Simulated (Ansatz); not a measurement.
**TiC: a slab and its surfaces, (100), 2 layers**

Aim: cut a slab of TiC (100), 2 layers from the relaxed bulk, relax it, and get surface energy and work function. Methods of the runs shown: PAW. Its runs: bulk cell relaxed (PAW); bulk in the slab's orientation (PAW); the reference run (PAW); atoms relaxed (PAW); no images along the normal (PAW).

Method: DFT, PBE, PAW with Ansatz's default frozen-core files, scalar-relativistic, in Ansatz 0.2.0.

### 1 The system as given

The structure is cubic, space group Fm-3m (No. 225). Conventional cell: a = 4.309 Å, b = 4.309 Å, c = 4.309 Å, α = 90.00°, β = 90.00°, γ = 90.00°. Ti (site symmetry m-3m) has 6 C at 2.15 Å as nearest neighbours. Around C (site symmetry m-3m) lie 6 Ti at 2.15 Å.

Structure file:

```
CELL_PARAMETERS angstrom
0.00000 2.15443 2.15443
2.15443 0.00000 2.15443
2.15443 2.15443 0.00000
ATOMIC_POSITIONS crystal
Ti 0.00000 0.00000 0.00000
C 0.50000 0.50000 0.50000
```

Atoms are numbered in the order of the input: Ti1, C2.

### 2 Bulk cell relaxed, PAW

File input.yaml:

```yaml
crystal:
  lattice:
    - [0.0, 2.15443469, 2.15443469]
    - [2.15443469, 0.0, 2.15443469]
    - [2.15443469, 2.15443469, 0.0]
  atoms:
    - { symbol: Ti, position: [0.0, 0.0, 0.0] }
    - { symbol: C, position: [0.5, 0.5, 0.5] }
kpoints:
  mp_grid: { grid: [17, 17, 17] }
scf:
  occupations: { method: fermi_dirac, width: 0.05 }
hamiltonian:
  xc: pbe
  pseudopotentials: { kind: paw }
output:
  forces: true
  stress: true
relax:
  f_tol: 0.005
  max_steps: 40
  cell: {}
```

The run is started by

```
ansatz run input.yaml --threads 1 --pin off --max-ram 3584MiB --backend cpu --events-out ev --progress --plain --runs-dir out
```

After this run come: Bulk in the slab's orientation, PAW; Slab as cut, PAW; Atoms relaxed, PAW; No images along the normal, PAW.

**Question.** What will these runs give? Wanted: surface energy; work function.

The runs gave:

```
                     quantity      value
surface energy (PAW, relaxed)  1.77 J/m²
 work function (PAW, relaxed)    3.84 eV
```

By PAW the surface costs 1.84 J/m² as cut and 1.77 J/m² relaxed. Thickness wasn't converged, and no reconstruction was sought.
